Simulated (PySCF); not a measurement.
# Lu(OH)3(NH3): how settings move a single point

Which settings matter for Lu(OH)3(NH3)? Each run alters one on purpose. The structure is generated, not taken from experiment.

Computed with PySCF 2.14.0. Level: PBE, Lu lcecp-1-SVP with ECP60, O def2-SVP, H def2-SVP, N def2-SVP; scalar-relativistic core potentials, no spin–orbit coupling.

2 further runs of the same task are left out: 1 for a known fault of the program, 1 that didn't finish.

## (1) Where the work starts

11 atoms, charge 0, spin multiplicity 1.

Bond lengths: Lu1–O2 2.024 Å, Lu1–O4 2.023 Å, Lu1–O6 2.025 Å, Lu1–N8 2.435 Å, O2–H3 0.964 Å, O4–H5 0.965 Å, O6–H7 0.964 Å, N8–H9 1.030 Å, N8–H10 1.030 Å, N8–H11 1.030 Å. Angles: O2–Lu1–O4 118.0°, O2–Lu1–O6 118.4°, O2–Lu1–N8 97.2°, O4–Lu1–O6 118.7°, O4–Lu1–N8 97.6°, O6–Lu1–N8 97.2°, Lu1–O2–H3 172.9°, Lu1–O4–H5 172.1°, Lu1–O6–H7 172.1°, Lu1–N8–H9 112.1°, Lu1–N8–H10 111.6°, Lu1–N8–H11 112.2°, H9–N8–H10 106.9°, H9–N8–H11 106.9°, H10–N8–H11 106.9°.

Coordinates:

```mol
H6LuNO3
  3D, bonds by distance, orders not assigned

 11 10  0  0  0  0  0  0  0  0999 V2000
    0.1358   -0.1887    0.2330 Lu  0  0
    1.1430    1.2899    1.1787 O   0  0
    1.6734    1.9087    1.6939 H   0  0
   -1.3866   -1.0836    1.2199 O   0  0
   -2.0184   -1.5701    1.7625 H   0  0
    1.0839   -1.2170   -1.2308 O   0  0
    1.6065   -1.7619   -1.8308 H   0  0
   -1.2088    1.2344   -1.2147 N   0  0
   -1.8050    1.8796   -0.6776 H   0  0
   -0.6204    1.8135   -1.8301 H   0  0
   -1.8330    0.6886   -1.8252 H   0  0
  1  2  8  0
  1  4  8  0
  1  6  8  0
  1  8  8  0
  2  3  8  0
  4  5  8  0
  6  7  8  0
  8  9  8  0
  8 10  8  0
  8 11  8  0
M  END
```

Formal oxidation states: Lu +3. Each metal's 14 4f electrons lie in its core potential, so multiplicities, spins and levels count the valence alone. An earlier session relaxed this geometry at PBE, Lu lcecp-1-SVP with ECP60, O def2-SVP, H def2-SVP, N def2-SVP (singlet, point group Cs).

The sound run used a (50, 194) grid (finer on f atoms), a threshold of 1e-8 and at most 55 cycles, and ended at -323.737126 Eh.

## (2) Try 1

The input, run.py (the lines that set the calculation):

```python
mol = gto.M(atom='''
Lu     0.12768    -0.17735     0.21901
O      1.07441     1.21249     1.10796
H      1.57300     1.79422     1.59227
O     -1.30338    -1.01855     1.14671
H     -1.89728    -1.47590     1.65678
O      1.01890    -1.14395    -1.15696
H      1.51013    -1.65620    -1.72093
N     -1.13630     1.16035    -1.14179
H     -1.69673     1.76681    -0.63694
H     -0.58321     1.70465    -1.72028
H     -1.72300     0.64728    -1.71568''',
    basis={'Lu': 'lcecp-1-SVP', 'O': 'def2-SVP', 'H': 'def2-SVP', 'N': 'def2-SVP'},
    ecp={'Lu': 'lcecp-1-SVP'},
    charge=0, spin=0)
mf = dft.RKS(mol, xc='PBE')
mf.grids.atom_grid = (50, 194)  # f atoms: unpruned, at least (60, 302)
mf = mf.density_fit()  # fitting sets: Lu AutoAux, O def2-universal-JKFIT, H def2-universal-JKFIT, N def2-universal-JKFIT
mf.conv_tol = 1e-08; mf.max_cycle = 55
mf.kernel(dm0)  # dm0: free metal ions and neutral atoms
```

On the command line:

```
> OMP_NUM_THREADS=2 python run.py
```

The program printed:

```text
init E= -328.033560432266
  HOMO = -0.334844512472551  LUMO = -0.0801679491762748  gap/eV = 6.93010
cycle= 1 E= -323.523925418578  delta_E= 4.51  |g|= 0.848  |ddm|= 3.55
  HOMO = -0.0541515470839735  LUMO = -0.0171758752462949  gap/eV = 1.00616
cycle= 2 E= -323.093586167591  delta_E= 0.43  |g|=  1.7  |ddm|= 2.45
  HOMO = -0.209978813580169  LUMO = -0.0204930828655954  gap/eV = 5.15617
cycle= 3 E= -323.672611239096  delta_E= -0.579  |g|= 0.276  |ddm|= 1.65
  HOMO = -0.202093690060769  LUMO = -0.0228934273265153  gap/eV = 4.87629
cycle= 4 E= -323.689605793497  delta_E= -0.017  |g|= 0.0612  |ddm|= 0.315
  HOMO = -0.20175878871765  LUMO = -0.0214069081516968  gap/eV = 4.90762
cycle= 5 E= -323.690439902239  delta_E= -0.000834  |g|= 0.0178  |ddm|= 0.0714
  HOMO = -0.201471406041826  LUMO = -0.0209967948534455  gap/eV = 4.91096
cycle= 6 E= -323.690500223122  delta_E= -6.03e-05  |g|= 0.00469  |ddm|= 0.0172
  HOMO = -0.201651576220268  LUMO = -0.0212158966207241  gap/eV = 4.90990
cycle= 7 E= -323.690505052256  delta_E= -4.83e-06  |g|= 0.000634  |ddm|= 0.00513
  HOMO = -0.201691774760234  LUMO = -0.0212253105991564  gap/eV = 4.91074
cycle= 8 E= -323.690505077281  delta_E= -2.5e-08  |g|= 0.000547  |ddm|= 0.000721
  HOMO = -0.201699508605585  LUMO = -0.021225638094073  gap/eV = 4.91094
cycle= 9 E= -323.690505135668  delta_E= -5.84e-08  |g|= 6.5e-05  |ddm|= 0.000404
  HOMO = -0.201703790228276  LUMO = -0.0212259615130641  gap/eV = 4.91105
cycle= 10 E= -323.690505136518  delta_E= -8.5e-10  |g|= 1.05e-05  |ddm|= 6.14e-05
  HOMO = -0.201705377307379  LUMO = -0.0212261494738115  gap/eV = 4.91109
Extra cycle  E= -323.690505136511  delta_E= 7.28e-12  |g|= 1.29e-05  |ddm|= 2.06e-05
converged SCF energy = -323.690505136511
```

Wall time 8.3 s (2 threads of Arm Neoverse V1, shared host).

Changed: the scale of all coordinates (0.94). It converges in 10 cycles, +1.269 eV from the sound run, with a largest force component of 2.53 eV/Å. The setting is unsound, so these numbers aren't the compound's.

## (3) Try 2

The input, run.py (the lines that set the calculation):

```python
mol = gto.M(atom='''
Lu     0.13583    -0.18867     0.23299
O      1.14299     1.28988     1.17868
H      1.67340     1.90874     1.69390
O     -1.38657    -1.08356     1.21990
H     -2.01838    -1.57011     1.76253
O      1.08394    -1.21697    -1.23081
H      1.60652    -1.76192    -1.83078
N     -1.20883     1.23441    -1.21467
H     -1.80504     1.87958    -0.67760
H     -0.62044     1.81346    -1.83008
H     -1.83298     0.68860    -1.82519''',
    basis={'Lu': 'lcecp-1-SVP', 'O': 'def2-SVP', 'H': 'def2-SVP', 'N': 'def2-SVP'},
    ecp={'Lu': 'lcecp-1-SVP'},
    charge=0, spin=0)
mf = dft.RKS(mol, xc='PBE')
mf.grids.atom_grid = (50, 194)  # f atoms: unpruned, at least (60, 302)
mf = mf.density_fit()  # fitting sets: Lu AutoAux, O def2-universal-JKFIT, H def2-universal-JKFIT, N def2-universal-JKFIT
mf.conv_tol = 0.0001; mf.max_cycle = 55
mf.kernel(dm0)  # dm0: free metal ions and neutral atoms
```

On the command line:

```
> OMP_NUM_THREADS=2 python run.py
```

The program printed:

```text
init E= -327.667352439104
  HOMO = -0.308939819633235  LUMO = -0.0888560747082607  gap/eV = 5.98878
cycle= 1 E= -323.583253317944  delta_E= 4.08  |g|= 0.794  |ddm|= 3.36
  HOMO = -0.059136722900441  LUMO = -0.0425161829870797  gap/eV = 0.45227
cycle= 2 E= -323.132722184648  delta_E= 0.451  |g|= 1.69  |ddm|= 2.28
  HOMO = -0.201691202212844  LUMO = -0.0311044585868707  gap/eV = 4.64190
cycle= 3 E= -323.715310837551  delta_E= -0.583  |g|= 0.296  |ddm|= 1.61
  HOMO = -0.19269475870149  LUMO = -0.0327653196724675  gap/eV = 4.35190
cycle= 4 E= -323.735142541804  delta_E= -0.0198  |g|= 0.0921  |ddm|= 0.352
  HOMO = -0.195161631069595  LUMO = -0.0326365187014979  gap/eV = 4.42253
cycle= 5 E= -323.736827143994  delta_E= -0.00168  |g|= 0.0372  |ddm|= 0.0921
  HOMO = -0.19412077198393  LUMO = -0.031206375024027  gap/eV = 4.43313
cycle= 6 E= -323.737120624587  delta_E= -0.000293  |g|= 0.00461  |ddm|= 0.0339
  HOMO = -0.194365084892239  LUMO = -0.0314990066613419  gap/eV = 4.43181
cycle= 7 E= -323.737125922203  delta_E= -5.3e-06  |g|= 0.000867  |ddm|= 0.00637
  HOMO = -0.194511777603066  LUMO = -0.0315062364895304  gap/eV = 4.43561
Extra cycle  E= -323.737125202687  delta_E= 7.2e-07  |g|= 0.00207  |ddm|= 0.00213
converged SCF energy = -323.737125202687
```

It took 7 s on 2 threads of Arm Neoverse V1, shared host.

Changed: the SCF threshold (0.0001). It converges in 7 cycles, at the sound run's energy within 0.001 eV, with a largest force component of 0.02 eV/Å. The result survives the change.

## (4) Try 3

run.py (the lines that set the calculation), as its differences from that of step 3:

```diff
@@ -14,7 +14,7 @@
     ecp={'Lu': 'lcecp-1-SVP'},
-    charge=0, spin=0)
-mf = dft.RKS(mol, xc='PBE')
+    charge=0, spin=8)
+mf = dft.UKS(mol, xc='PBE')
 mf.grids.atom_grid = (50, 194)  # f atoms: unpruned, at least (60, 302)
 mf = mf.density_fit()  # fitting sets: Lu AutoAux, O def2-universal-JKFIT, H def2-universal-JKFIT, N def2-universal-JKFIT
-mf.conv_tol = 0.0001; mf.max_cycle = 55
+mf.conv_tol = 1e-08; mf.max_cycle = 72
 mf.kernel(dm0)  # dm0: free metal ions and neutral atoms
```

On the command line:

```
> OMP_NUM_THREADS=2 python run.py
```

The program printed:

```text
init E= -327.931577811354
cycle= 1 E= -322.050262790216  delta_E= 5.88  |g|= 0.912  |ddm|= 3.48
cycle= 2 E= -319.08325624897  delta_E= 2.97  |g|=  2.1  |ddm|=  6.3
cycle= 3 E= -319.078958563089  delta_E= 0.0043  |g|= 2.03  |ddm|= 7.08
cycle= 4 E= -321.586823907199  delta_E= -2.51  |g|= 1.15  |ddm|= 4.91
cycle= 5 E= -321.361899635225  delta_E= 0.225  |g|= 1.22  |ddm|= 3.52
cycle= 6 E= -321.18046242973  delta_E= 0.181  |g|=  1.3  |ddm|= 3.21
cycle= 7 E= -322.280730727356  delta_E= -1.1  |g|= 0.73  |ddm|= 3.12
cycle= 8 E= -322.264698860739  delta_E= 0.016  |g|= 0.75  |ddm|= 1.54
cycle= 9 E= -321.832810865385  delta_E= 0.432  |g|= 0.987  |ddm|= 1.59
cycle= 10 E= -322.116287426236  delta_E= -0.283  |g|= 0.815  |ddm|= 1.74
cycle= 11 E= -322.207143923434  delta_E= -0.0909  |g|= 0.765  |ddm|= 0.392
cycle= 12 E= -322.265469914047  delta_E= -0.0583  |g|= 0.713  |ddm|= 1.27
cycle= 13 E= -322.213265463763  delta_E= 0.0522  |g|= 0.763  |ddm|= 0.953
cycle= 14 E= -322.153160398453  delta_E= 0.0601  |g|= 0.786  |ddm|= 0.706
cycle= 15 E= -322.377975258299  delta_E= -0.225  |g|= 0.638  |ddm|= 1.01
cycle= 16 E= -322.369106557561  delta_E= 0.00887  |g|= 0.61  |ddm|= 1.24
cycle= 17 E= -322.626813945716  delta_E= -0.258  |g|= 0.281  |ddm|= 1.15
cycle= 18 E= -322.235697327433  delta_E= 0.391  |g|= 0.758  |ddm|= 1.28
cycle= 19 E= -322.675331214866  delta_E= -0.44  |g|= 0.113  |ddm|= 1.05
cycle= 20 E= -322.675725088763  delta_E= -0.000394  |g|= 0.101  |ddm|= 0.691
cycle= 21 E= -322.683384302048  delta_E= -0.00766  |g|= 0.0499  |ddm|= 0.487
...
cycle= 52 E= -322.454781058435  delta_E= -0.00358  |g|= 0.512  |ddm|= 0.0504
cycle= 53 E= -322.457947402421  delta_E= -0.00317  |g|= 0.508  |ddm|=  0.1
cycle= 54 E= -322.684173216187  delta_E= -0.226  |g|= 0.0356  |ddm|= 0.948
cycle= 55 E= -322.684490393803  delta_E= -0.000317  |g|= 0.0305  |ddm|= 0.108
cycle= 56 E= -322.684943721489  delta_E= -0.000453  |g|= 0.0203  |ddm|= 0.108
cycle= 57 E= -322.461783387468  delta_E= 0.223  |g|= 0.502  |ddm|= 0.941
cycle= 58 E= -322.463360962878  delta_E= -0.00158  |g|=  0.5  |ddm|= 0.0233
cycle= 59 E= -322.462584224794  delta_E= 0.000777  |g|= 0.501  |ddm|= 0.0105
cycle= 60 E= -322.462064283847  delta_E= 0.00052  |g|= 0.502  |ddm|= 0.00563
cycle= 61 E= -322.462622252251  delta_E= -0.000558  |g|= 0.501  |ddm|= 0.00676
cycle= 62 E= -322.462799032881  delta_E= -0.000177  |g|= 0.501  |ddm|= 0.00531
cycle= 63 E= -322.462501102125  delta_E= 0.000298  |g|= 0.501  |ddm|= 0.0349
cycle= 64 E= -322.462224052083  delta_E= 0.000277  |g|= 0.501  |ddm|= 0.0324
cycle= 65 E= -322.465031247015  delta_E= -0.00281  |g|= 0.498  |ddm|= 0.0611
cycle= 66 E= -322.46421520949  delta_E= 0.000816  |g|= 0.499  |ddm|= 0.0375
cycle= 67 E= -320.071280645014  delta_E= 2.39  |g|= 1.69  |ddm|= 4.27
cycle= 68 E= -322.34340103331  delta_E= -2.27  |g|=  0.6  |ddm|= 1.77
cycle= 69 E= -322.599644990242  delta_E= -0.256  |g|= 0.351  |ddm|= 2.88
cycle= 70 E= -322.60313279749  delta_E= -0.00349  |g|= 0.302  |ddm|=  1.4
cycle= 71 E= -322.655011951803  delta_E= -0.0519  |g|= 0.193  |ddm|=  1.1
cycle= 72 E= -322.671624659995  delta_E= -0.0166  |g|= 0.131  |ddm|= 0.729
SCF not converged.
```

Wall time 41 s (2 threads of Arm Neoverse V1, shared host).

Changed: the spin (8 unpaired electrons); the cycle limit is 72. The SCF doesn't converge.

## (5) Try 4

run.py (the lines that set the calculation), as its differences from that of step 4:

```diff
@@ -14,7 +14,7 @@
     ecp={'Lu': 'lcecp-1-SVP'},
-    charge=0, spin=8)
-mf = dft.UKS(mol, xc='PBE')
-mf.grids.atom_grid = (50, 194)  # f atoms: unpruned, at least (60, 302)
+    charge=0, spin=0)
+mf = dft.RKS(mol, xc='PBE')
+mf.grids.atom_grid = (30, 86)  # f atoms: unpruned
 mf = mf.density_fit()  # fitting sets: Lu AutoAux, O def2-universal-JKFIT, H def2-universal-JKFIT, N def2-universal-JKFIT
-mf.conv_tol = 1e-08; mf.max_cycle = 72
+mf.conv_tol = 1e-08; mf.max_cycle = 55
 mf.kernel(dm0)  # dm0: free metal ions and neutral atoms
```

On the command line:

```
> OMP_NUM_THREADS=2 python run.py
```

The program printed:

```text
init E= -327.667110484557
  HOMO = -0.309145174916615  LUMO = -0.0888870207618702  gap/eV = 5.99353
cycle= 1 E= -323.58348363298  delta_E= 4.08  |g|= 0.794  |ddm|= 3.36
  HOMO = -0.0590466750548313  LUMO = -0.0424457863076706  gap/eV = 0.45173
cycle= 2 E= -323.132663154637  delta_E= 0.451  |g|= 1.69  |ddm|= 2.28
  HOMO = -0.201604621940612  LUMO = -0.0310513153646959  gap/eV = 4.64099
cycle= 3 E= -323.715573542717  delta_E= -0.583  |g|= 0.296  |ddm|= 1.61
  HOMO = -0.192615885756326  LUMO = -0.0327565077388385  gap/eV = 4.35000
cycle= 4 E= -323.735381234972  delta_E= -0.0198  |g|= 0.0921  |ddm|= 0.352
  HOMO = -0.195080523133713  LUMO = -0.0326472558782669  gap/eV = 4.42003
cycle= 5 E= -323.737065957258  delta_E= -0.00168  |g|= 0.0371  |ddm|= 0.0921
  HOMO = -0.19404758730678  LUMO = -0.031226205901131  gap/eV = 4.43060
cycle= 6 E= -323.737358827579  delta_E= -0.000293  |g|= 0.00462  |ddm|= 0.0339
  HOMO = -0.194294738604126  LUMO = -0.0315187196561588  gap/eV = 4.42936
cycle= 7 E= -323.737364094674  delta_E= -5.27e-06  |g|= 0.000991  |ddm|= 0.00638
  HOMO = -0.194329974464255  LUMO = -0.0315291177264498  gap/eV = 4.43004
cycle= 8 E= -323.737364129902  delta_E= -3.52e-08  |g|= 0.000931  |ddm|= 0.00119
  HOMO = -0.194342743441088  LUMO = -0.0315295519602898  gap/eV = 4.43037
cycle= 9 E= -323.737364305145  delta_E= -1.75e-07  |g|= 8.79e-05  |ddm|= 0.000665
  HOMO = -0.194348776169011  LUMO = -0.0315289121168831  gap/eV = 4.43055
cycle= 10 E= -323.737364306854  delta_E= -1.71e-09  |g|= 1.34e-05  |ddm|= 9.03e-05
  HOMO = -0.194351131424401  LUMO = -0.0315292469589998  gap/eV = 4.43061
Extra cycle  E= -323.73736430683  delta_E= 2.41e-11  |g|= 1.79e-05  |ddm|= 2.62e-05
converged SCF energy = -323.73736430683
```

It took 6.2 s on 2 threads of Arm Neoverse V1, shared host.

Changed: the integration grid, to (30, 86). It converges in 10 cycles, -0.006 eV from the sound run, with a largest force component of 0.08 eV/Å. The result survives the change.

## (6) Try 5

run.py (the lines that set the calculation), as its differences from that of step 5:

```diff
@@ -16,5 +16,5 @@
 mf = dft.RKS(mol, xc='PBE')
-mf.grids.atom_grid = (30, 86)  # f atoms: unpruned
+mf.grids.atom_grid = (50, 194)  # f atoms: unpruned, at least (60, 302)
 mf = mf.density_fit()  # fitting sets: Lu AutoAux, O def2-universal-JKFIT, H def2-universal-JKFIT, N def2-universal-JKFIT
 mf.conv_tol = 1e-08; mf.max_cycle = 55
-mf.kernel(dm0)  # dm0: free metal ions and neutral atoms
+mf.kernel(dm0)  # dm0: smeared density
```

On the command line:

```
> OMP_NUM_THREADS=2 python run.py
```

The program printed:

```text
init E= -323.683661825213
  HOMO = -0.211151229968079  LUMO = -0.0334793632142549  gap/eV = 4.83470
cycle= 1 E= -323.73511515753  delta_E= -0.0515  |g|= 0.0923  |ddm|= 0.375
  HOMO = -0.175774893746421  LUMO = -0.03219641003421  gap/eV = 3.90697
cycle= 2 E= -323.725488314288  delta_E= 0.00963  |g|= 0.24  |ddm|= 0.254
  HOMO = -0.192809939570176  LUMO = -0.0317190005598356  gap/eV = 4.38351
cycle= 3 E= -323.73709817259  delta_E= -0.0116  |g|= 0.00977  |ddm|= 0.163
  HOMO = -0.194074211972636  LUMO = -0.03155916936484  gap/eV = 4.42226
cycle= 4 E= -323.737120353154  delta_E= -2.22e-05  |g|= 0.00489  |ddm|= 0.015
  HOMO = -0.194372522118531  LUMO = -0.0315448170696335  gap/eV = 4.43077
cycle= 5 E= -323.737125666286  delta_E= -5.31e-06  |g|= 0.00135  |ddm|= 0.00423
  HOMO = -0.194401767814274  LUMO = -0.0314933891098015  gap/eV = 4.43296
cycle= 6 E= -323.737126071965  delta_E= -4.06e-07  |g|= 0.000267  |ddm|= 0.00137
  HOMO = -0.194416752535973  LUMO = -0.0315074989462971  gap/eV = 4.43299
cycle= 7 E= -323.737126083973  delta_E= -1.2e-08  |g|= 0.000141  |ddm|= 0.000288
  HOMO = -0.194418192161833  LUMO = -0.0315090135732845  gap/eV = 4.43298
cycle= 8 E= -323.737126087804  delta_E= -3.83e-09  |g|= 3.07e-05  |ddm|= 0.000115
  HOMO = -0.194418524973493  LUMO = -0.0315082389174819  gap/eV = 4.43301
Extra cycle  E= -323.737126086888  delta_E= 9.16e-10  |g|= 7.39e-05  |ddm|= 7.26e-05
converged SCF energy = -323.737126086888
```

Run time: 7.4 s. Hardware: 2 threads of Arm Neoverse V1, shared host.

Changed: the starting guess (smeared density). It converges in 8 cycles, at the sound run's energy within 0.001 eV, with a largest force component of 0.02 eV/Å. The result survives the change.

## (7) Results

| run | changed | ending | energy change (eV) | cycles | time | usable |
| --- | --- | --- | --- | --- | --- | --- |
| 1 | the scale of all coordinates | converged | +1.269 | 10 | 8.3 s | no |
| 2 | the SCF threshold | converged | 0.000 | 7 | 7 s | yes |
| 3 | the spin | not converged | – | 72 | 41 s | no |
| 4 | the integration grid | converged | -0.006 | 10 | 6.2 s | yes |
| 5 | the starting guess | converged | 0.000 | 8 | 7.4 s | yes |

3 of 5 altered runs give a usable result. 1 ended normally with numbers unfit to quote.
